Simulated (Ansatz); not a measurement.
# Cl3Ga: the cost of one run

All numbers below are computed with Ansatz 0.2.0 (RKS PBE/def2-SVP).

### 1 The system as given

Bond lengths: Ga1–Cl2 2.240 Å, Ga1–Cl3 2.240 Å, Ga1–Cl4 2.240 Å. Angles: Cl2–Ga1–Cl3 120.0°, Cl2–Ga1–Cl4 120.0°, Cl3–Ga1–Cl4 120.0°.

Structure file:

```xyz
4

Ga    0.0000    0.0000    0.0000
Cl    0.0000    0.0000    2.2400
Cl    1.9398    0.0000   -1.1200
Cl   -1.9398    0.0000   -1.1200
```

### 2 Preparing the start

The input, input.yaml:

```yaml
crystal:
  periodic: [false, false, false]
  atoms:
    - { symbol: Ga, position_ang: [0.0, 0.0, 0.0] }
    - { symbol: Cl, position_ang: [0.0, 0.0, 2.24] }
    - { symbol: Cl, position_ang: [1.9398, 0.0, -1.12] }
    - { symbol: Cl, position_ang: [-1.9398, 0.0, -1.12] }
basis:
  gaussian: { orbitals: def2-SVP }
hamiltonian:
  xc: pbe
relax:
  f_tol: 0.02
  max_steps: 40
```

On the command line:

```sh
$ ansatz run input.yaml --threads 1 --pin off --max-ram 2048MiB --backend cpu --events-out ev --progress --plain --runs-dir out
```

**Question.** How long does this run take on 1 thread of Arm Neoverse V1, shared host, and how much memory does it need?

About 11 s, with a peak of 0.12 GiB.
